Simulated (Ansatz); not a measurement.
# C2H7ClGe: small, medium and large basis sets

One table from this session's results is given with a row withheld; the runs are named, their logs left out.

Computed with Ansatz 0.2.0, Gaussian basis. Level: one geometry, several basis sets.

The runs, in order: PBE0-D4/def2-SVP; ωB97M-V/def2-SVP; PBE0-D4/def2-QZVPP; ωB97M-V/def2-QZVPP; the functionals' def2-TZVPP values are taken from earlier runs.

### The relaxed structure

All runs share one geometry, relaxed beforehand with PBE0-D4 in a triple-zeta def2 set.

SMILES `[CH3][GeH]([CH3])[Cl]`, 11 atoms, charge 0, spin multiplicity 1.

Atoms are counted from 1 here; the program's logs count them from 0.

Bond lengths: C1–Ge2 1.942 Å, C1–H5 1.091 Å, C1–H6 1.092 Å, C1–H7 1.090 Å, Ge2–C3 1.942 Å, Ge2–Cl4 2.173 Å, Ge2–H8 1.540 Å, C3–H9 1.091 Å, C3–H10 1.092 Å, C3–H11 1.090 Å. Angles: Ge2–C1–H5 109.8°, Ge2–C1–H6 110.1°, Ge2–C1–H7 110.2°, H5–C1–H6 109.0°, H5–C1–H7 108.9°, H6–C1–H7 108.9°, C1–Ge2–C3 113.3°, C1–Ge2–Cl4 106.7°, C1–Ge2–H8 112.1°, C3–Ge2–Cl4 106.7°, C3–Ge2–H8 112.0°, Cl4–Ge2–H8 105.4°, Ge2–C3–H9 109.8°, Ge2–C3–H10 110.1°, Ge2–C3–H11 110.2°, H9–C3–H10 109.0°, H9–C3–H11 108.9°, H10–C3–H11 108.9°.

Geometry (Å):

```xyz
11
charge 0, multiplicity 1
C    -0.9787    1.3309   -0.1549
Ge   -0.4339   -0.5326   -0.0958
C     1.4108   -0.7762    0.4617
Cl   -0.5773   -1.2896   -2.1279
H    -0.3089    1.8911   -0.8082
H    -0.9413    1.7640    0.8468
H    -1.9958    1.4133   -0.5379
H    -1.4062   -1.3931    0.7317
H     2.0726   -0.2071   -0.1920
H     1.5408   -0.4276    1.4883
H     1.6833   -1.8301    0.4089
```

Set-up of the first run:

Input file in.yaml:

```yaml
crystal:
  periodic: [false, false, false]
  atoms:
    - {symbol: C, position_ang: [-0.978708, 1.330943, -0.154887]}
    - {symbol: Ge, position_ang: [-0.433930, -0.532593, -0.095817]}
    - {symbol: C, position_ang: [1.410764, -0.776159, 0.461690]}
    - {symbol: Cl, position_ang: [-0.577263, -1.289602, -2.127890]}
    - {symbol: H, position_ang: [-0.308869, 1.891142, -0.808164]}
    - {symbol: H, position_ang: [-0.941298, 1.763991, 0.846832]}
    - {symbol: H, position_ang: [-1.995774, 1.413322, -0.537949]}
    - {symbol: H, position_ang: [-1.406169, -1.393093, 0.731733]}
    - {symbol: H, position_ang: [2.072641, -0.207080, -0.192023]}
    - {symbol: H, position_ang: [1.540774, -0.427634, 1.488339]}
    - {symbol: H, position_ang: [1.683334, -1.830137, 0.408937]}
basis:
  gaussian: {orbitals: def2-SVP}
hamiltonian: {xc: pbe0, dispersion: d4}
output: {orbitals: {seedname: orbitals}}
```

Among the steps run: PBE0-D4 in def2-SVP; ωB97M-V in def2-SVP; PBE0-D4 in def2-QZVPP; ωB97M-V in def2-QZVPP.

One of the session's tables, all rows but one given; the rest of the session is left out.

It belongs to the step «Functionals by basis». 

| functional | basis | HOMO (eV) | LUMO (eV) |
| --- | --- | --- | --- |
| PBE0-D4 | def2-SVP | -8.11 | 0.87 |
| PBE0-D4 | def2-TZVPP | -8.27 | 0.57 |
| PBE0-D4 | def2-QZVPP | -8.30 | 0.35 |
| ωB97M-V | def2-SVP | ? | ? |
| ωB97M-V | def2-TZVPP | -10.50 | 2.40 |
| ωB97M-V | def2-QZVPP | -10.53 | 1.61 |

**Question.** Estimate the row for ωB97M-V, def2-SVP.

As computed: HOMO (eV): -10.31; LUMO (eV): 2.81. In the column «HOMO (eV)» it lies between ωB97M-V, def2-TZVPP (-10.50) and PBE0-D4, def2-QZVPP (-8.30).
